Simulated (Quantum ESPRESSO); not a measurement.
# Ge (I4_1/amd) in Quantum ESPRESSO: single point with PBE

Aim: the single point of Ge with PBE.

Everything below comes from runs of Quantum ESPRESSO 7.5. Logs are shortened: lines on timing, memory, paths and dates and some standing lists are left out, and cuts for length are marked.

**1. The crystal as given**

The structure is tetragonal, space group I4_1/amd (No. 141). The conventional cell has a = 4.043 Å, b = 4.043 Å, c = 5.817 Å, α = 90.00°, β = 90.00°, γ = 90.00°. Ge (site symmetry -4m2) is surrounded by 4 Ge at 2.49 Å.

**2. Single point, PBE**

The input, pw.in:

```
&CONTROL
  calculation = 'scf'
  prefix = 'pwscf'
  outdir = './tmp'
  pseudo_dir = './pseudo'
  tprnfor = .true.
  tstress = .true.
  disk_io = 'nowf'
/
&SYSTEM
  ibrav = 0
  nat = 2
  ntyp = 1
  ecutwfc = 78
  nbnd = 21
  occupations = 'smearing'
  smearing = 'gaussian'
  degauss = 0.00073499
/
&ELECTRONS
  conv_thr = 4d-10
  electron_maxstep = 120
  mixing_beta = 0.5
/
ATOMIC_SPECIES
Ge    72.6300 Ge.upf
CELL_PARAMETERS angstrom
   0.0000000000    2.8586250000    2.9082900000
   2.8586250000    0.0000000000    2.9082900000
   2.8586250000    2.8586250000    0.0000000000
ATOMIC_POSITIONS crystal
Ge     0.0000000000    0.0000000000    0.0000000000
Ge     0.2500000000    0.2500000000    0.2500000000
K_POINTS automatic
10 10 10 0 0 0
```

Potentials or basis: PseudoDojo 0.4.1 SR PBE standard.

On the command line:

```sh
$ OMP_NUM_THREADS=1 pw.x -in pw.in > pw.out
```

pw.out:

```text
This program is part of the open-source Quantum ESPRESSO suite
     for quantum simulation of materials; please cite
[... 9 lines left out ...]
     --------------------
     sticks:   dense  smooth     PW     G-vecs:    dense   smooth      PW
     Sum        1269    1269    371                29915    29915    4749

     Using Slab Decomposition

     bravais-lattice index     =            0
     lattice parameter (alat)  =       7.7063  a.u.
     unit-cell volume          =     320.7589 (a.u.)^3
     number of atoms/cell      =            2
     number of atomic types    =            1
     number of electrons       =        28.00
     number of Kohn-Sham states=           21
     kinetic-energy cutoff     =      78.0000  Ry
     charge density cutoff     =     312.0000  Ry
     scf convergence threshold =      4.0E-10
     mixing beta               =       0.5000
     number of iterations used =            8  plain     mixing
     Exchange-correlation= PBE
                           (   1   4   3   4   0   0   0)

     celldm(1)=   7.706258  celldm(2)=   0.000000  celldm(3)=   0.000000
     celldm(4)=   0.000000  celldm(5)=   0.000000  celldm(6)=   0.000000

     crystal axes: (cart. coord. in units of alat)
               a(1) = (   0.000000   0.700991   0.713170 )
               a(2) = (   0.700991   0.000000   0.713170 )
               a(3) = (   0.700991   0.700991   0.000000 )

     reciprocal axes: (cart. coord. in units 2 pi/alat)
               b(1) = ( -0.713276  0.713276  0.701095 )
               b(2) = (  0.713276 -0.713276  0.701095 )
               b(3) = (  0.713276  0.713276 -0.701095 )

     PseudoPot. # 1 for Ge read from file:
     Ge.upf
     Pseudo is Norm-conserving + core correction, Zval = 14.0
     Generated using ONCVPSP code by D. R. Hamann
     Using radial grid of 1560 points,  6 beta functions with:
                l(1) =   0
                l(2) =   0
                l(3) =   1
                l(4) =   1
                l(5) =   2
                l(6) =   2

     atomic species   valence    mass     pseudopotential
     Ge               14.00    72.63000     Ge( 1.00)

     16 Sym. Ops., with inversion, found ( 8 have fractional translation)

   Cartesian axes

     site n.     atom                  positions (alat units)
         1        Ge     tau(   1) = (   0.0000000   0.0000000   0.0000000  )
         2        Ge     tau(   2) = (   0.3504956   0.3504956   0.3565850  )

     number of k points=   102  Gaussian smearing, width (Ry)=  0.0007

     Number of k-points >= 100: set verbosity='high' to print them.

     Dense  grid:    29915 G-vectors     FFT dimensions: (  48,  48,  48)

     Initial potential from superposition of free atoms

     starting charge      27.9984, renormalised to      28.0000
     Starting wfcs are   18 randomized atomic wfcs +    3 random wfcs

     Self-consistent Calculation

     iteration #  1     ecut=    78.00 Ry     beta= 0.50
     Davidson diagonalization with overlap
     ethr =  1.00E-02,  avg # of iterations =  5.3

     Threshold (ethr) on eigenvalues was too large:
     Diagonalizing with lowered threshold

     Davidson diagonalization with overlap
     ethr =  1.10E-04,  avg # of iterations =  3.5

     total energy              =    -357.28514829 Ry
     estimated scf accuracy    <       0.03145056 Ry

     iteration #  2     ecut=    78.00 Ry     beta= 0.50
     Davidson diagonalization with overlap
     ethr =  1.12E-04,  avg # of iterations =  1.0

     total energy              =    -357.28487398 Ry
     estimated scf accuracy    <       0.00617446 Ry

     iteration #  3     ecut=    78.00 Ry     beta= 0.50
     Davidson diagonalization with overlap
     ethr =  2.21E-05,  avg # of iterations =  1.9

     total energy              =    -357.28518264 Ry
     estimated scf accuracy    <       0.00008054 Ry

     iteration #  4     ecut=    78.00 Ry     beta= 0.50
     Davidson diagonalization with overlap
     ethr =  2.88E-07,  avg # of iterations =  4.8

     total energy              =    -357.28519775 Ry
     estimated scf accuracy    <       0.00000610 Ry

     iteration #  5     ecut=    78.00 Ry     beta= 0.50
     Davidson diagonalization with overlap
     ethr =  2.18E-08,  avg # of iterations =  1.3

     total energy              =    -357.28519789 Ry
     estimated scf accuracy    <       0.00000062 Ry

     iteration #  6     ecut=    78.00 Ry     beta= 0.50
     Davidson diagonalization with overlap
     ethr =  2.21E-09,  avg # of iterations =  2.0

     total energy              =    -357.28519815 Ry
     estimated scf accuracy    <       0.00000017 Ry

     iteration #  7     ecut=    78.00 Ry     beta= 0.50
     Davidson diagonalization with overlap
     ethr =  6.18E-10,  avg # of iterations =  2.0

     total energy              =    -357.28519818 Ry
     estimated scf accuracy    <          2.4E-09 Ry

     iteration #  8     ecut=    78.00 Ry     beta= 0.50
     Davidson diagonalization with overlap
     ethr =  8.75E-12,  avg # of iterations =  2.4

     total energy              =    -357.28519818 Ry
     estimated scf accuracy    <          8.7E-10 Ry

     iteration #  9     ecut=    78.00 Ry     beta= 0.50
     Davidson diagonalization with overlap
     ethr =  3.12E-12,  avg # of iterations =  2.0

     End of self-consistent calculation

     Number of k-points >= 100: set verbosity='high' to print the bands.

     the Fermi energy is     8.9057 ev

!    total energy              =    -357.28519818 Ry
     estimated scf accuracy    <          2.8E-11 Ry
     smearing contrib. (-TS)   =      -0.00000138 Ry
     internal energy E=F+TS    =    -357.28519680 Ry

     The total energy is F=E-TS. E is the sum of the following terms:
     one-electron contribution =    -188.32194515 Ry
     hartree contribution      =     112.64465039 Ry
     xc contribution           =     -87.27027903 Ry
     ewald contribution        =    -194.33762301 Ry

     convergence has been achieved in   9 iterations

     Forces acting on atoms (cartesian axes, Ry/au):

     atom    1 type  1   force =     0.00000000    0.00000000   -0.00000000
     atom    2 type  1   force =     0.00000000    0.00000000    0.00000000

     Total force =     0.000000     Total SCF correction =     0.000000

     Computing stress (Cartesian axis) and pressure

          total   stress  (Ry/bohr**3)                   (kbar)     P=        4.04
   0.00005402   0.00000000  -0.00000000            7.95        0.00       -0.00
   0.00000000   0.00005402  -0.00000000            0.00        7.95       -0.00
  -0.00000000  -0.00000000  -0.00002558           -0.00       -0.00       -3.76

=------------------------------------------------------------------------------=
   JOB DONE.
=------------------------------------------------------------------------------=
```

It took 2.9 min on 1 thread of Intel Xeon Platinum 8259CL at 2.50GHz (Skylake/Cascade Lake), shared host; peak memory 0.18 GiB.

What came out:

* Free energy: -4861.1128 eV
* Pressure: 0.4 GPa
* Band gap on the k mesh: none (metal or under the smearing width)
